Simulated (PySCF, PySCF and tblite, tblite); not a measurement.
# C5H7BrO: conformers and averaged spectra, part 2 of 2

PySCF and tblite. Atoms count from 0. The steps go on from the part before.

## Step 5: Couplings, conformer 1: B3LYP/6-31G*+pcJ-1

The job: settings as JSON, then the geometry in Å.

```
{"job": {"xc": "B3LYP", "basis": {"default": "6-31G*", "H": "pcJ-1"}, "nuclei": ["H", "F", "P", "Si", "B"], "kind": "j"}, "charge": 0, "multiplicity": 1}
O      0.714877    -2.345176    -0.767833
C      0.369749    -1.260010    -0.394948
C     -0.983826    -0.619491    -0.621813
C     -1.021115     0.580664     0.319357
C      0.436848     1.017143     0.410150
Br     0.906422     2.103374    -1.172636
C      1.222909    -0.283004     0.399786
H     -1.022233    -0.297854    -1.666313
H     -1.791518    -1.332389    -0.465415
H     -1.357436     0.274287     1.313098
H     -1.675410     1.376501    -0.033772
H      0.651598     1.658851     1.263600
H      1.323963    -0.674117     1.416277
H      2.224495    -0.199253    -0.021704
```

The program printed:

```text
coarse grid: 55720 points
cycle   1  E = -2843.7042571848  dE = -4.850e-02  |g| = 8.374e-01  |ddm| = 3.426e+00
cycle   2  E = -2843.2162060241  dE =  4.881e-01  |g| = 1.762e+00  |ddm| = 2.556e+00
cycle   3  E = -2843.8420450143  dE = -6.258e-01  |g| = 2.050e-01  |ddm| = 1.966e+00
cycle   4  E = -2843.8513571813  dE = -9.312e-03  |g| = 7.168e-02  |ddm| = 2.487e-01
cycle   5  E = -2843.8525532726  dE = -1.196e-03  |g| = 1.404e-02  |ddm| = 7.763e-02
cycle   6  E = -2843.8525946599  dE = -4.139e-05  |g| = 7.431e-03  |ddm| = 2.399e-02
cycle   7  E = -2843.8526074775  dE = -1.282e-05  |g| = 1.464e-03  |ddm| = 7.923e-03
cycle   8  E = -2843.8526078946  dE = -4.171e-07  |g| = 5.244e-04  |ddm| = 1.831e-03
final grid: 117928 points
cycle   9  E = -2843.8526120076  dE =  3.862e-08  |g| = 8.615e-04  |ddm| = 2.064e-03
cycle  10  E = -2843.8526115578  dE =  4.498e-07  |g| = 1.719e-03  |ddm| = 2.083e-03
cycle  11  E = -2843.8526121575  dE = -5.998e-07  |g| = 1.957e-04  |ddm| = 1.439e-03
cycle  12  E = -2843.8526121654  dE = -7.830e-09  |g| = 1.956e-05  |ddm| = 1.849e-04
cycle  13  E = -2843.8526121654  dE = -7.958e-11  |g| = 4.790e-06  |ddm| = 2.477e-05
converged SCF energy = -2843.8526121654

Indirect spin-spin couplings (Hz)
  i      j    bonds     total        FC       PSO       DSO        SD
  7 H    8 H    2    -20.468   -20.545     1.786    -1.710         -
  7 H    9 H    3     13.056    13.646     1.734    -2.324         -
  7 H   10 H    3      9.981     9.423    -0.124     0.682         -
  7 H   11 H    4     -1.241    -0.707     1.238    -1.772         -
  7 H   12 H    4     -2.172    -1.676     1.352    -1.849         -
  7 H   13 H    4      0.680     0.829     0.621    -0.770         -
  8 H    9 H    3      8.613     8.368    -0.047     0.292         -
  8 H   10 H    3      0.499     0.590     0.794    -0.886         -
  8 H   11 H    4      0.964     1.348     1.250    -1.634         -
  8 H   12 H    4      0.530     0.770     0.707    -0.946         -
  8 H   13 H    4     -1.846    -1.330     1.349    -1.865         -
  9 H   10 H    2    -14.910   -14.968     1.787    -1.729         -
  9 H   11 H    3      5.604     5.045    -0.003     0.562         -
  9 H   12 H    4      0.528     0.130    -0.468     0.866         -
  9 H   13 H    4     -0.769    -0.373     1.271    -1.667         -
 10 H   11 H    3      1.247     0.997     0.586    -0.336         -
 10 H   12 H    4     -0.631    -0.240     1.248    -1.639         -
 10 H   13 H    4      2.379     2.973     1.284    -1.878         -
 11 H   12 H    3      7.381     6.791    -0.074     0.664         -
 11 H   13 H    3      0.519     0.366     0.737    -0.584         -
 12 H   13 H    2    -21.756   -21.975     1.740    -1.521         -
```

Run time: 22 s. Hardware: 1 thread of Arm Neoverse V2, shared host.

Key values: HOMO -6.81 eV, LUMO -0.76 eV; dipole 2.99 D.

## Step 6: Couplings, conformer 2: B3LYP/6-31G*+pcJ-1

The job: settings as JSON, then the geometry in Å.

```
{"job": {"xc": "B3LYP", "basis": {"default": "6-31G*", "H": "pcJ-1"}, "nuclei": ["H", "F", "P", "Si", "B"], "kind": "j"}, "charge": 0, "multiplicity": 1}
O     -2.474037    -0.767748    -0.224038
C     -1.339803    -0.394800    -0.122724
C     -0.815864     0.983824    -0.476389
C      0.705537     0.858610    -0.438820
C      0.936827    -0.214641     0.621469
Br     2.725861    -1.011457     0.487250
C     -0.174584    -1.225186     0.387553
H     -1.205835     1.319368    -1.436215
H     -1.177321     1.678208     0.286392
H      1.206780     1.794940    -0.197276
H      1.077145     0.509209    -1.404305
H      0.883496     0.205757     1.627706
H     -0.444749    -1.804852     1.269764
H      0.095869    -1.931704    -0.402533
```

The program printed:

```text
coarse grid: 55720 points
cycle   1  E = -2843.7056035825  dE = -5.088e-02  |g| = 8.370e-01  |ddm| = 3.447e+00
cycle   2  E = -2843.1891034825  dE =  5.165e-01  |g| = 1.796e+00  |ddm| = 2.519e+00
cycle   3  E = -2843.8427233364  dE = -6.536e-01  |g| = 2.010e-01  |ddm| = 1.961e+00
cycle   4  E = -2843.8515293937  dE = -8.806e-03  |g| = 7.670e-02  |ddm| = 2.502e-01
cycle   5  E = -2843.8529037104  dE = -1.374e-03  |g| = 1.650e-02  |ddm| = 8.883e-02
cycle   6  E = -2843.8529710393  dE = -6.733e-05  |g| = 8.150e-03  |ddm| = 3.099e-02
cycle   7  E = -2843.8529845831  dE = -1.354e-05  |g| = 1.691e-03  |ddm| = 8.134e-03
cycle   8  E = -2843.8529851486  dE = -5.655e-07  |g| = 6.489e-04  |ddm| = 2.106e-03
final grid: 117928 points
cycle   9  E = -2843.8529810311  dE =  1.201e-07  |g| = 1.116e-03  |ddm| = 2.504e-03
cycle  10  E = -2843.8529801908  dE =  8.402e-07  |g| = 2.311e-03  |ddm| = 2.892e-03
cycle  11  E = -2843.8529812822  dE = -1.091e-06  |g| = 2.148e-04  |ddm| = 1.978e-03
cycle  12  E = -2843.8529812908  dE = -8.587e-09  |g| = 3.261e-05  |ddm| = 1.917e-04
cycle  13  E = -2843.8529812910  dE = -2.174e-10  |g| = 4.532e-06  |ddm| = 3.363e-05
converged SCF energy = -2843.8529812910

Indirect spin-spin couplings (Hz)
  i      j    bonds     total        FC       PSO       DSO        SD
  7 H    8 H    2    -20.699   -20.582     1.835    -1.952         -
  7 H    9 H    3      0.476     0.670     0.837    -1.031         -
  7 H   10 H    3     10.188     9.834    -0.100     0.454         -
  7 H   11 H    4     -0.825    -0.502     1.260    -1.583         -
  7 H   12 H    4     -1.812    -1.269     1.357    -1.899         -
  7 H   13 H    4      1.590     1.733     0.635    -0.779         -
  8 H    9 H    3      9.995     9.701    -0.026     0.320         -
  8 H   10 H    3     13.862    14.467     1.737    -2.341         -
  8 H   11 H    4      0.359    -0.205    -0.474     1.037         -
  8 H   12 H    4      0.957     1.168     0.695    -0.905         -
  8 H   13 H    4     -1.898    -1.424     1.351    -1.826         -
  9 H   10 H    2    -13.366   -13.535     1.751    -1.583         -
  9 H   11 H    3      7.736     7.099    -0.066     0.703         -
  9 H   12 H    4      1.469     1.927     1.266    -1.724         -
  9 H   13 H    4     -0.872    -0.451     1.243    -1.664         -
 10 H   11 H    3     11.752    12.263     1.698    -2.209         -
 10 H   12 H    4     -0.945    -0.530     1.261    -1.676         -
 10 H   13 H    4      0.373    -0.280    -0.588     1.241         -
 11 H   12 H    3      9.023     8.372    -0.147     0.797         -
 11 H   13 H    3     11.829    12.302     1.655    -2.128         -
 12 H   13 H    2    -20.648   -20.947     1.710    -1.411         -
```

Run time: 21 s. Hardware: 1 thread of Arm Neoverse V2, shared host.

In short: HOMO -6.86 eV, LUMO -0.97 eV; dipole 1.81 D.

## Step 7: Averages: properties at PBE0/pcSseg-1

The job: settings as JSON, then the geometry in Å.

```
{"job": {"study": "conf", "smiles": "O=C1CC[C@H](Br)C1", "search": {"seed": 3435, "n_embed": 60, "ff_keep": 14, "window": 3.0, "nmax": 10, "temps": [150, 200, 250, 298.15, 400], "t_ref": 298.15, "order": 0.002}, "level": {"nmr": {"xc": "PBE0", "basis": "pcSseg-1"}, "j": {"xc": "B3LYP", "basis": {"default": "6-31G*", "H": "pcJ-1"}, "nuclei": ["H", "F", "P", "Si", "B"]}}, "kind": "conf"}, "charge": 0, "multiplicity": 1}
O      0.714877    -2.345176    -0.767833
C      0.369749    -1.260010    -0.394948
C     -0.983826    -0.619491    -0.621813
C     -1.021115     0.580664     0.319357
C      0.436848     1.017143     0.410150
Br     0.906422     2.103374    -1.172636
C      1.222909    -0.283004     0.399786
H     -1.022233    -0.297854    -1.666313
H     -1.791518    -1.332389    -0.465415
H     -1.357436     0.274287     1.313098
H     -1.675410     1.376501    -0.033772
H      0.651598     1.658851     1.263600
H      1.323963    -0.674117     1.416277
H      2.224495    -0.199253    -0.021704
```

The program printed:

```text
conformer  sym    E(xTB)   E(DFT)   G(298.15 K)  weight  dipole/D
    1     C1      0.000    0.000    0.000   0.8171    3.113
    2     C1      0.401    1.047    0.887   0.1829    1.936

mean shielding (ppm) by class
class atoms           150 K      200 K      250 K   298.15 K      400 K
  0 O  0           -332.649    -332.57   -332.478   -332.392    -332.24
  1 C  1            -31.923    -31.822    -31.706    -31.597    -31.405
  2 C  2            149.126    148.926    148.697    148.482    148.102
  3 C  3            148.869    148.813    148.749    148.689    148.582
  4 C  4            123.719    123.932    124.177    124.406    124.811
  5 Br 5           2096.197   2097.003   2097.928   2098.793   2100.327
  6 C  6            134.303    134.286    134.266    134.248    134.217
  7 H  7             28.782     28.809     28.839     28.868     28.919
  8 H  8             29.533     29.535     29.537     29.538     29.542
  9 H  9             29.453     29.434     29.412     29.391     29.354
 10 H  10            29.254     29.267     29.282     29.297     29.322
 11 H  11            26.858     26.888     26.922     26.954     27.011
 12 H  12            29.141     29.128     29.112     29.098     29.072
 13 H  13            29.021      29.03     29.041     29.052      29.07
```

Run time: 82 s. Hardware: 1 thread of Arm Neoverse V2, shared host. This counts the runs that the step sums up.

The search (ETKDG, MMFF94s, GFN2-xTB) embedded 60 structures, kept 2 distinct ones after the force field and 2 after xTB; 2 were carried on (window 3.0 kcal/mol at the search's own energies). Energies: PBE0/pcSseg-1 with D3(BJ).

The conformers at 298 K:

```csv
no.,group,mirror pair,ΔE xTB,ΔE DFT,ΔG,weight (%),μ (D),"A, B, C (GHz)"
1,C1,no,0.00,0.00,0.00,81.7,3.11,"3.57, 1.07, 0.99"
2,C1,no,0.40,1.05,0.89,18.3,1.94,"5.24, 0.83, 0.74"
```

Energies in kcal/mol. ΔG holds xTB vibrations and rotation, symmetry numbers and mirror pairs.

Weights (%) by temperature:

| no. | 150 K | 200 K | 250 K | 298 K | 400 K |
| --- | --- | --- | --- | --- | --- |
| 1 | 96.7 | 92.1 | 86.7 | 81.7 | 72.8 |
| 2 | 3.3 | 7.9 | 13.3 | 18.3 | 27.2 |

How the weights hang on the way they are made:

| scheme | 1 | 2 | mean μ (D) |
| --- | --- | --- | --- |
| DFT free energy | 82 | 18 | 2.90 |
| DFT energy, symmetry counted | 85 | 15 | 2.94 |
| DFT energy alone | 85 | 15 | 2.94 |
| xTB energy, symmetry counted | 66 | 34 | 2.72 |
| xTB free energy | 60 | 40 | 2.64 |
| lowest conformer only | 100 | 0 | 3.11 |
| equal weights | 50 | 50 | 2.52 |
| conformers found from three starts alone | 0 | 100 | 1.94 |

Shifts against references run at the same level ($^{17}$O H2O 336.1, $^{79}$Br HBr 2622, $^{1}$H TMS 31.72, $^{13}$C TMS 186.9 ppm of shielding), by class of atoms, at 298 K:

| atoms | environment | no. 1 | no. 2 | average |
| --- | --- | --- | --- | --- |
| C1 | ketone carbonyl carbon | 218.9 | 216.7 | 218.5 |
| C4 | sp3 CH bonded to Br | 63.4 | 58.8 | 62.5 |
| C6 | sp3 CH2 α to a carbonyl | 52.6 | 53.0 | 52.7 |
| C2 | sp3 CH2 α to a carbonyl | 37.7 | 41.9 | 38.4 |
| C3 | sp3 CH2 in a ring | 38.0 | 39.2 | 38.2 |
| H11 | hydrogen on an sp3 CH bonded to Br | 4.88 | 4.24 | 4.76 |
| H7 | hydrogen on an sp3 CH2 α to a carbonyl | 2.95 | 2.38 | 2.85 |
| H13 | hydrogen on an sp3 CH2 α to a carbonyl | 2.70 | 2.50 | 2.66 |
| H12 | hydrogen on an sp3 CH2 α to a carbonyl | 2.57 | 2.86 | 2.62 |
| H10 | hydrogen on an sp3 CH2 in a ring | 2.47 | 2.19 | 2.42 |
| H9 | hydrogen on an sp3 CH2 in a ring | 2.25 | 2.67 | 2.33 |
| H8 | hydrogen on an sp3 CH2 α to a carbonyl | 2.18 | 2.15 | 2.18 |
| O0 | ketone oxygen | 668.8 | 667.1 | 668.5 |
| Br5 | bromine bonded to C | 526 | 509 | 523 |

Couplings (Hz, B3LYP/6-31G*+pcJ-1; one pair named for each class), from conformers that hold 100 % of the weight:

```csv
pair,bonds,no. 1,no. 2,average
H12–H13,2,-21.8,-20.6,-21.6
H7–H8,2,-20.5,-20.7,-20.5
H9–H10,2,-14.9,-13.4,-14.6
H7–H9,3,13.1,0.5,10.8
H7–H10,3,10.0,10.2,10.0
H8–H9,3,8.6,10.0,8.9
H11–H12,3,7.4,9.0,7.7
H9–H11,3,5.6,7.7,6.0
H10–H11,3,1.2,11.8,3.2
H8–H10,3,0.5,13.9,2.9
H11–H13,3,0.5,11.8,2.6
H7–H12,4,-2.2,-1.8,-2.1
H10–H13,4,2.4,0.4,2.0
H8–H13,4,-1.9,-1.9,-1.9
H7–H11,4,-1.2,-0.8,-1.2
H7–H13,4,0.7,1.6,0.8
H8–H11,4,1.0,0.4,0.8
H9–H13,4,-0.8,-0.9,-0.8
H9–H12,4,0.5,1.5,0.7
```

Effective distances for nuclear Overhauser effects, ⟨r⁻⁶⟩^(−1/6) over all pairs of two classes (Å): H7···H8 1.76; H12···H13 1.76; H9···H10 1.77; H7···H10 2.43; H11···H12 2.43; H8···H9 2.44; H9···H11 2.44; H10···H11 2.73.

## Step 8: Outcome

The summary covers parts 1 to 2.

```
                                quantity                                                value
                              conformers  2; the first in weight is no. 1 (C1), 82 % at 298 K
                 root-mean-square dipole                                               2.93 D
averaged $^{13}$C shifts (PBE0/pcSseg-1)                    218.5, 62.5, 52.7, 38.4, 38.2 ppm
 averaged $^{1}$H shifts (PBE0/pcSseg-1)         4.76, 2.85, 2.66, 2.62, 2.42, 2.33, 2.18 ppm
```

In words: Conformer 1 leads with 82 % at 298 K, and its share goes from 97 % at 150 K to 73 % at 400 K. Among conformers over 5 %, H11 differs by 0.64 ppm, while the average moves by 0.15 ppm from 150 to 400 K. Among vicinal couplings, H8–H10 differs most between the conformers listed (0.5 for no. 1, 13.9 for no. 2; average 2.9 Hz). Spin-orbit coupling is left out, which matters at and beside the heavy atoms.
